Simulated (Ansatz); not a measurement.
F₃ISi, SMILES F[Si](F)(F)I, a single point from an input written key by key

Program: Ansatz's Python interface.

Contents of `input.yaml`:
```yaml
crystal:
  periodic: [false, false, false]
  atoms:
    - { symbol: F, position_ang: [0.0106, -0.0249, 1.6729] }
    - { symbol: Si, position_ang: [0.0782, -0.1278, 0.0693] }
    - { symbol: F, position_ang: [-0.4972, -1.5623, -0.3878] }
    - { symbol: F, position_ang: [1.6925, 0.0259, -0.3646] }
    - { symbol: I, position_ang: [-1.2342, 1.6155, -1.0313] }
basis:
  gaussian: { orbitals: def2-SVP }
hamiltonian:
  xc: pbe
output:
  forces: true
```

Typed at the interpreter:
```pycon
>>> import ansatz as az
>>> import numpy as np
>>> session = az.Session.from_deck('input.yaml')
>>> r = session.plan(threads=1).execute().report
>>> for key in ('converged', 'free_energy_ev', 'reference_energy_ev', 'n_frozen', 'n_occupied', 'n_virtual'):
...     print(f'{key:22s} {r[key]}')
...
converged              True
free_energy_ev         -24113.86258479795
reference_energy_ev    -24113.86258479795
n_frozen               0
n_occupied             [33, 33]
n_virtual              [53, 53]
>>> symbols = ['F', 'Si', 'F', 'F', 'I']
>>> print('forces (eV/A)')
forces (eV/A)
>>> for symbol, f in zip(symbols, r['forces_ev_ang']):
...     print(f'  {symbol:2s} {f[0]:9.4f} {f[1]:9.4f} {f[2]:9.4f}')
...
  F    -0.0242   -0.0242    0.0915
  Si    1.4718    0.6775   -0.8792
  F     0.1880   -0.0493    0.0570
  F    -1.8820   -0.3262    0.4848
  I     0.2463   -0.2777    0.2460
>>> charges = r['charge_distribution']
>>> print('dipole moment', round(4.803205 * float(np.linalg.norm(charges['dipole_moment_e_ang'])), 3), 'D')
dipole moment 1.056 D
>>> print('Mulliken:', [(s, round(q, 3)) for s, q in zip(symbols, charges['mulliken_charges_e'])])
Mulliken: [('F', -0.255), ('Si', 0.941), ('F', -0.257), ('F', -0.292), ('I', -0.137)]
```

Notes:
- Total energies depend on the basis set; only differences at equal settings carry meaning.
- The geometry is a force-field or estimated start, not a minimum of this method, and the basis set is short of its limit.
- The whole script took 2.6 s on 1 thread of Arm Neoverse V1, on a shared host, peak memory 0.17 GiB.
